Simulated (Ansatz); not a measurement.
# CH₇GaO (built from SMILES C.[OH][GaH2]): search for a transition state

Wanted: the transition state of a four-centre ligand exchange (form Ga1–C6, O2–H5 and break Ga1–O2, H5–C6). The guess is relaxed with those distances held, a saddle search follows, and vibrations and two downhill relaxations check it.

Computed with Ansatz 0.2.0, Gaussian basis. Level: PBE0-D4, def2-SVP first, then def2-TZVP.

152 further runs of the same task are left out: 152 set aside as unsound or not needed.

### 1 The system as given

The guess: 10 atoms, charge 0, spin multiplicity 1.

Atoms are counted from 1 here; the program's logs count them from 0.

Bond lengths: Ga1–O2 1.901 Å, Ga1–H3 1.554 Å, Ga1–H4 1.554 Å, Ga1–H5 1.785 Å, Ga1–C6 2.175 Å, O2–H5 1.211 Å, O2–H7 0.959 Å, C6–H8 1.097 Å, C6–H9 1.099 Å, C6–H10 1.097 Å. Angles: O2–Ga1–H3 111.3°, O2–Ga1–H4 111.3°, O2–Ga1–H5 38.2°, O2–Ga1–C6 81.7°, H3–Ga1–H4 117.2°, H3–Ga1–H5 121.1°, H3–Ga1–C6 115.0°, H4–Ga1–H5 121.1°, H4–Ga1–C6 114.8°, H5–Ga1–C6 43.5°, Ga1–O2–H5 65.7°, Ga1–O2–H7 169.2°, H5–O2–H7 125.1°, Ga1–H5–O2 76.1°, Ga1–C6–H8 121.0°, Ga1–C6–H9 95.2°, Ga1–C6–H10 120.3°, H8–C6–H9 104.1° and more.

Geometry (Å):

```mol
CH7GaO
  3D, bonds by distance, orders not assigned

 10 10  0  0  0  0  0  0  0  0999 V2000
   -0.7957    0.0207   -0.8105 Ga  0  0
    0.9607    0.6830   -1.1111 O   0  0
   -1.0795   -1.2401   -1.6737 H   0  0
   -1.8467    1.1645   -0.8551 H   0  0
    0.7767    0.2457    0.0029 H   0  0
    0.0333   -0.3820    1.1597 C   0  0
    1.7875    1.0509   -1.4290 H   0  0
    0.7926   -1.1607    1.3047 H   0  0
   -0.8860   -0.8266    1.5661 H   0  0
    0.2569    0.4444    1.8459 H   0  0
  1  2  8  0
  1  3  8  0
  1  4  8  0
  1  5  8  0
  1  6  8  0
  2  5  8  0
  2  7  8  0
  6  8  8  0
  6  9  8  0
  6 10  8  0
M  END
```

Distances that are to change: Ga1–C6 2.18 Å, O2–H5 1.21 Å, Ga1–O2 1.90 Å, H5–C6 1.51 Å.

### 2 Relaxing the guess with the reacting distances held

Input file hold/in.yaml:

```yaml
crystal:
  periodic: [false, false, false]
  atoms:
    - {symbol: Ga, position_ang: [-0.795700, 0.020700, -0.810500]}
    - {symbol: O, position_ang: [0.960700, 0.683000, -1.111100]}
    - {symbol: H, position_ang: [-1.079500, -1.240100, -1.673700]}
    - {symbol: H, position_ang: [-1.846700, 1.164500, -0.855100]}
    - {symbol: H, position_ang: [0.776700, 0.245700, 0.002900]}
    - {symbol: C, position_ang: [0.033300, -0.382000, 1.159700]}
    - {symbol: H, position_ang: [1.787500, 1.050900, -1.429000]}
    - {symbol: H, position_ang: [0.792600, -1.160700, 1.304700]}
    - {symbol: H, position_ang: [-0.886000, -0.826600, 1.566100]}
    - {symbol: H, position_ang: [0.256900, 0.444400, 1.845900]}
basis:
  gaussian: {orbitals: def2-SVP}
hamiltonian: {xc: pbe0, dispersion: d4}
relax: {f_tol: 0.04, max_steps: 150, escape_saddle: false, constraints: [{distance: [0, 5]}, {distance: [1, 4]}, {distance: [0, 1]}, {distance: [4, 5]}]}
```

Command:

```bash
$ ansatz run in.yaml --threads 4 --pin off --events-out ev --progress --plain --max-ram 9574MiB
```

The runs that follow: A starting Hessian; Saddle search in the small basis; Saddle search in triple zeta; Vibrations at the point found; Relaxing after a step of 0.30 Å one way along the mode; Relaxing after a step of 0.30 Å the other way along the mode.

What does the calculation give? Wanted: imaginary mode; barrier from the start side; barrier from the end side; energy of the step; pairs that change; zero-point energy at the saddle.

**Answer**, as computed:

| quantity | value |
| --- | --- |
| imaginary mode | 1358i cm⁻¹ |
| barrier from the start side | 130.2 kJ/mol |
| barrier from the end side | 92.9 kJ/mol |
| energy of the step | +37.3 kJ/mol |
| pairs that change | Ga1–C6 formed, O2–H5 formed, Ga1–O2 loosened, H5–C6 broken |
| zero-point energy at the saddle | 1.904 eV |

**Reading.** One imaginary mode, 1358i cm⁻¹, makes this a first-order saddle. Going downhill both ways gives the intended start and end. A bond meant to break is only loosened at the end: the products stay bound as an adduct. At PBE0-D4/def2-TZVP the electronic barrier is 130.2 kJ/mol, about 53 kT at 298 K, and the step runs 37.3 kJ/mol uphill. With so stiff a mode tunnelling counts: Wigner's rough correction is a factor of 2.8 at 298 K. A step off the saddle overshot and began above it in energy, so the link to its end is likely but not proven. The ends are the nearest minima, not always the lowest complexes.
